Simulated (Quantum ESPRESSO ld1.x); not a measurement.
**N⁺ in 2s2 2p2 3s2: an all-electron calculation**

Aim: the levels, the sizes of the orbitals and the parts of the energy of the nitrogen ion N+.

Program: Quantum ESPRESSO ld1.x 7.5. Level of theory: Dirac Kohn-Sham, HCTH/120, spin-unpolarised, spherical densities, point nucleus; open shells fill j = l - 1/2 first. These are calculated values, not measurements, unless marked.

## 1. The atom as given

```
element       : nitrogen (Z = 7)
charge        : +1
electrons     : 6
configuration : 2s2 2p2 3s2
```

## 2. Self-consistent calculation

ld1.in reads:

```fortran
 &input
    atom='N',
    iswitch=1,
    rel=2,
    dft='HCTH',
    config='2s2 2p2 3s2 3p0 3d0',
    rel_dist='energy',
    verbosity='high',
    lsmall=.true.,
    prefix='ld1',
    max_out_wfc=37,
    file_charge='ld1.rho',
 /
```

Q: Predict the outcome of this run.

The runs gave:

| quantity | value |
| --- | --- |
| total energy | -20.064 hartree |
| exchange-correlation share of it | 15.13 % |
| −T/E | 0.9947 |
| highest occupied level | 3s1/2, -11.490 eV |
| most extended occupied level | 3s1/2, <r> = 3.09 bohr |
| radius at density 0.001 e/bohr³ | 4.50 bohr |
| maxima of the radial density | 3 |

What this shows: 2 principal shells are occupied and 3 maxima appear in the radial density. This is not the tabulated ground configuration, so its levels and sizes aren't those of the ground state, and no measured value stands beside it.
